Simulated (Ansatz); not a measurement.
Crystal: PtSe.

```
Pt Se
1.0
     0.00000    3.03745    3.03745
     3.03745    0.00000    3.03745
     3.03745    3.03745    0.00000
Pt Se
1 1
Cartesian
  0.0000 0.0000 0.0000
  1.5187 1.5187 1.5187
```

The cell comes from a database or a generator and needn't be the stable form of this composition.

Base run:

| Quantity | Value |
| --- | --- |
| Program | Ansatz 0.2.0 |
| Functional | PBE |
| Potentials or basis | all-electron LAPW, scalar-relativistic |
| Cutoff | 277 eV (chosen from the basis error) |
| Basis error allowed | 0.001 eV/atom |
| k mesh | 5 × 5 × 5 |
| Occupations | gaussian, width 0.05 eV |
| Spin | collinear spin, ferromagnetic start |
| Starting moments | [0.5, 0.0] μB |
| Hubbard terms | Pt d U = 2 eV |

Its results: band gap on the k mesh none (metal or under the smearing width); pressure -10.7 GPa; net moment 0.00 μB per cell.

**Question.** The run is repeated on the same cell with these changes: hubbard terms from Pt d U = 2 eV to Pt d U = 4 eV. What comes out?

**Answer.** Band gap on the k mesh none (metal or under the smearing width); pressure -10.5 GPa; net moment 0.10 μB per cell; site moments Pt +0.06; Se +0.03 μB.

Caveats: the k mesh is thin for a metal, which can move the energy by tens of meV per atom; U is the effective U less J, on atomic orbitals that reach past the spheres; the starting moments weren't kept (some runs).
